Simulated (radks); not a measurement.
**Fractional charge and spin in the 4d shell of cadmium**

An exercise on one series of results from a longer session: the logs are not shown, and one member is left open.

Program: radks (a radial shooting solver on a logarithmic mesh, Libxc functionals) version 1. Level of theory: scalar-relativistic Kohn-Sham, PBEsol, spin-polarised, spherical densities, finite nucleus. These are calculated values, not measurements, unless marked.

## The atom as given

| Property | Result |
| --- | --- |
| element | cadmium (Z = 48) |
| configuration | [Kr] 4d(up 5, down 5) |
| nuclear rms radius | 4.6087 fm |

A shell typed twice in an input gives spin up, then spin down.

The first run:

The run's settings:

```text
Z 48
configuration [Kr] 4d5 4d5
relativity scalar-relativistic
functional pbe_sol,pbe_sol
spin polarised
nucleus finite rms 4.6087 fm
c 137.035999084
```

Steps of the session up to this table: 4d: up 5, down 5.

One of the session's tables, all rows but one given; the rest of the session is left out.

It belongs to the step «4d: up 5, down 5». From the orbitals of this run (lengths in bohr):

```
level     <r>  outermost maximum (interpolated)  90 % within  nodes
   2s  0.1317                             0.111        0.203      1
   2p  0.1149                            0.0890        0.187      0
   3s  0.3586                             0.324        0.528      2
   3p  0.3573                             0.317        0.537      1
   3d  0.3348                             0.266        0.529      0
   4s  0.8794                             0.795         1.28      3
   4p  0.9601                             0.845         1.42      2
   4d       ?                                 ?            ?      ?
```

**Question.** Estimate the row for 4d.

As computed: <r>: 1.252; outermost maximum (interpolated): 0.981; 90 % within: 1.97; nodes: 1. In the column «<r>» it is the highest.
